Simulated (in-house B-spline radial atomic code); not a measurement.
# Sm¹⁰⁺: ionisation energy by several methods

Wanted: one ionisation energy, Sm¹⁰⁺ to configuration [Kr] 4d10 4f3 5s2, up the ladder of functionals.

Method: Dirac-Coulomb, several functionals; spherical all-electron atom at the radial basis limit. Code: in-house B-spline radial atomic code version 1.

**1. Starting point**

```
element       : samarium (Z = 62)
charge        : +10
electrons     : 52
configuration : [Kr] 4d10 4f4 5s2
nucleus       : Fermi, rms radius 5.082 fm
```

Outer shells as boxes (Hund's rule):

[Kr] 4d10 4f4 5s2
```
[Kr] core
4d [↑↓][↑↓][↑↓][↑↓][↑↓]
4f [↑ ][↑ ][↑ ][↑ ][  ][  ][  ]
5s [↑↓]
```

The boxes only draw the filling; these runs are spin-restricted and spherical.

**2. OLYP, a GGA**

Settings of the run:

```ini
Z = 62
electrons = 52.0
configuration = [Kr] 4d10 4f4 5s2
hamiltonian = dirac
method = optx,lyp
spin_polarised = False
nucleus = fermi
rms_radius = 5.0819
mass_number = 152
atomic_mass = 151.919738646
speed_of_light = 137.035999084
```

**3. LDA (VWN5)**

The settings differ from step 2 so:

```diff
@@ -4,3 +4,3 @@
 hamiltonian = dirac
-method = optx,lyp
+method = lda,vwn
 spin_polarised = False
```

**4. AM05, a GGA**

The settings differ from step 3 so:

```diff
@@ -4,3 +4,3 @@
 hamiltonian = dirac
-method = lda,vwn
+method = am05
 spin_polarised = False
```

**5. PW91, a GGA**

The settings differ from step 4 so:

```diff
@@ -4,3 +4,3 @@
 hamiltonian = dirac
-method = am05
+method = pw91,pw91
 spin_polarised = False
```

**6. PBEsol, a GGA**

The settings differ from step 5 so:

```diff
@@ -4,3 +4,3 @@
 hamiltonian = dirac
-method = pw91,pw91
+method = pbesol
 spin_polarised = False
```

**7. relativistic LDA**

The settings differ from step 6 so:

```diff
@@ -4,3 +4,3 @@
 hamiltonian = dirac
-method = pbesol
+method = lda_x_rel,vwn
 spin_polarised = False
```

Q: The tabulated ionisation energy is 179 ± 9 eV (tabulated theoretical; NIST Atomic Spectra Database). What does each method give, and which comes nearest?

As calculated:

| method | rung | total energy (hartree) | ΔSCF (eV) | −ε highest (eV) | ΔSCF less tabulated (eV) |
| --- | --- | --- | --- | --- | --- |
| LDA (VWN5) | LDA | -10399.2985 | 171.15 | 157.33 (4f7/2) | -7.85 |
| relativistic LDA | LDA | -10382.1918 | 171.29 | 157.46 (4f7/2) | -7.71 |
| OLYP | GGA | -10410.4501 | 171.40 | 157.52 (4f7/2) | -7.60 |
| AM05 | GGA | -10399.6647 | 170.84 | 157.01 (4f7/2) | -8.16 |
| PW91 | GGA | -10407.8437 | 170.83 | 157.00 (4f7/2) | -8.17 |
| PBEsol | GGA | -10402.9321 | 170.74 | 156.91 (4f7/2) | -8.26 |

Tables give 179 ± 9 eV (tabulated theoretical; NIST Atomic Spectra Database) for the ionisation energy. OLYP misses by -7.60 eV, the least, and PBEsol by -8.26 eV (4.6 %), the most. The table's own uncertainty is as large as these misses, so the order means little. All methods miss on the same side by much the same amount, which points to something that they share. Open shells are averaged (over orientations, and over spins where the run is restricted), while tables refer to the lowest levels. For the semilocal functionals minus the highest level recovers only 92 % of their own ΔSCF value, a mark of self-interaction.
